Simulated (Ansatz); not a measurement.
# YbRe (CsCl type): a single-point run

The task is a single-point run on YbRe (CsCl type). The structure is shown as the input types it.

Computed with Ansatz 0.2.0 (DFT r2SCAN, scalar-relativistic, plane waves, PAW, unless a step's input says otherwise).

1 further run of the same task is left out (set aside as unsound or not needed). Runs told in other sessions of the task aren't counted.

## 1. The structure to begin with

Symmetry: Pm-3m, No. 221, cubic system. The conventional cell has a = 6.330 Å, b = 6.330 Å, c = 6.330 Å, α = 90.00°, β = 90.00°, γ = 90.00°.

As a file:

```cif
data_structure
_symmetry_space_group_name_H-M 'P 1'
_symmetry_Int_Tables_number 1
_cell_length_a 6.3303
_cell_length_b 6.3303
_cell_length_c 6.3303
_cell_angle_alpha 90.000
_cell_angle_beta 90.000
_cell_angle_gamma 90.000
_cell_volume 253.68
loop_
_atom_site_label
_atom_site_type_symbol
_atom_site_fract_x
_atom_site_fract_y
_atom_site_fract_z
_atom_site_occupancy
Yb1 Yb 0.00000 0.00000 0.00000 1
Re1 Re 0.50000 0.50000 0.50000 1
```

## 2. Running it

Input file input.yaml:

```yaml
crystal:
  lattice:
    - [6.33033994, 0.0, 0.0]
    - [0.0, 6.33033994, 0.0]
    - [0.0, 0.0, 6.33033994]
  atoms:
    - { symbol: Yb, position: [0.0, 0.0, 0.0] }
    - { symbol: Re, position: [0.5, 0.5, 0.5] }
basis:
  ecutwfc: 500
  ecutrho_ratio: 4
kpoints:
  mp_grid: { grid: [10, 10, 10] }
hamiltonian:
  xc: r2scan
scf:
  occupations: { method: gaussian, width: 0.05 }
  max_iter: 80
output:
  forces: true
  stress: true
```

Run with:

```bash
> ansatz run input.yaml --threads 2 --pin off --max-ram 2662MiB --backend cpu --events-out ev --progress --plain --runs-dir out
```

What happens when this is run?

The program finished normally. Convergence says nothing about whether the input makes sense.

Lengths in bohr were typed where ångström are read, so every distance is 1.89 times too long and the bonds are broken. The shortest distance in the input is 5.48 Å, between atoms 1 (Yb) and 2 (Re).

The cure: divide the lengths by 1.8897.
